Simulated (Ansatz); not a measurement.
# HBr₂ (doublet): wave-function methods side by side at distance Br1–H2 along a hydrogen transfer = 1.421 Å, cc-pVTZ

Aim: climb from Hartree-Fock through coupled cluster and multireference methods for HBr₂ (doublet) at one geometry and basis, and see what each rung misses.

The runs use Ansatz 0.2.0, Gaussian basis; cc-pVTZ, core rule «outside noble gas», up to 28 orbitals frozen.

The runs, in order: UHF; CCSD(T) on ROHF; CCSD(T) on UHF; BCCD(T) on ROHF; CCSDT(Q) on ROHF; CCSDT(Q) on UHF; CASSCF and MRCISD+Q, 3 electrons in 3 orbitals; CASSCF and NEVPT2, 3 electrons in 3 orbitals; CASSCF and MRCISD+Q, 15 electrons in 9 orbitals; CASSCF and NEVPT2, 15 electrons in 9 orbitals.

1 further run of the same task is left out (it didn't finish).

### Step 1. The geometry

The geometry derives from fragments relaxed apart (PBE0/def2-TZVP) and kept rigid, so it is no stationary point. A hydrogen atom is moved between rigid fragments. No spin-orbit coupling is included. The filled d shell of Br may be among the frozen orbitals whatever the setting's name suggests; the logs give the count.

3 atoms, charge 0, spin multiplicity 2.

Atoms are counted from 1 here; the program's logs count them from 0.

Bond lengths: Br1–H2 1.421 Å.

Coordinates:

```xyz
3
charge 0, multiplicity 2
Br    0.0000    0.0000   -1.7302
H     0.0000    0.0000   -0.3096
Br    0.0000    0.0000    2.0398
```

### Step 2. UHF

in.yaml reads:

```yaml
crystal:
  periodic: [false, false, false]
  atoms:
    - {symbol: Br, position_ang: [0.000000, 0.000000, -1.730200]}
    - {symbol: H, position_ang: [0.000000, 0.000000, -0.309600]}
    - {symbol: Br, position_ang: [0.000000, 0.000000, 2.039800]}
basis:
  gaussian: {orbitals: cc-pVTZ}
magnetization: {spin_polarized: true, initial_magnetization: 1}
hamiltonian: {xc: hf}
output: {orbitals: {seedname: orbitals}}
```

Launch:

```sh
$ ansatz run in.yaml --threads 1 --pin off --events-out ev --progress --plain --max-ram 4096MiB --backend cpu
```

Further steps of the session: CCSD(T) on ROHF; CCSD(T) on UHF; BCCD(T) on ROHF; CCSDT(Q) on ROHF; CCSDT(Q) on UHF; CASSCF and MRCISD+Q, 3 electrons in 3 orbitals; CASSCF and NEVPT2, 3 electrons in 3 orbitals; CASSCF and MRCISD+Q, 15 electrons in 9 orbitals; CASSCF and NEVPT2, 15 electrons in 9 orbitals.

**Question.** What will the summary of the whole plan be? Wanted: UCCSDT(Q) below the RHF energy; RMP2 from UCCSDT(Q); UMP2 from UCCSDT(Q); RCCSD from UCCSDT(Q); RCCSD(T) from UCCSDT(Q); UCCSD(T) from UCCSDT(Q); RCCSDT(Q) from UCCSDT(Q); MRCISD+Q pair from UCCSDT(Q); NEVPT2 valence from UCCSDT(Q).

As calculated:

```
                         quantity                                                   value
   UCCSDT(Q) below the RHF energy                                              -9.9915 eV
              RMP2 from UCCSDT(Q)                                           +129.8 kJ/mol
              UMP2 from UCCSDT(Q)                                           +131.7 kJ/mol
             RCCSD from UCCSDT(Q)                                            +34.5 kJ/mol
          RCCSD(T) from UCCSDT(Q)                                             +3.9 kJ/mol
          UCCSD(T) from UCCSDT(Q)                                             +3.7 kJ/mol
         RCCSDT(Q) from UCCSDT(Q)                                             +0.3 kJ/mol
     MRCISD+Q pair from UCCSDT(Q)                                            +18.9 kJ/mol
    NEVPT2 valence from UCCSDT(Q)                                           +216.1 kJ/mol
  MRCISD+Q valence from UCCSDT(Q)                                            +18.9 kJ/mol
levels within 1 kcal/mol (43 meV)  RCCSD(T), UCCSD(T), BCCD(T), RCCSDT, UCCSDT, RCCSDT(Q)
                    T1 diagnostic                                                   0.010
   effectively unpaired electrons                                                    1.01
```

In words: RCCSD(T) misses by +3.9 kJ/mol, 0.4 % of the correlation energy. One determinant dominates. Of the multireference levels listed MRCISD+Q valence comes nearest in total energy (+18.9 kJ/mol), which doesn't show that its space is the better one. These misses are within one basis, not against nature; the frozen cores of restricted and unrestricted runs differ, which can shift their rows.
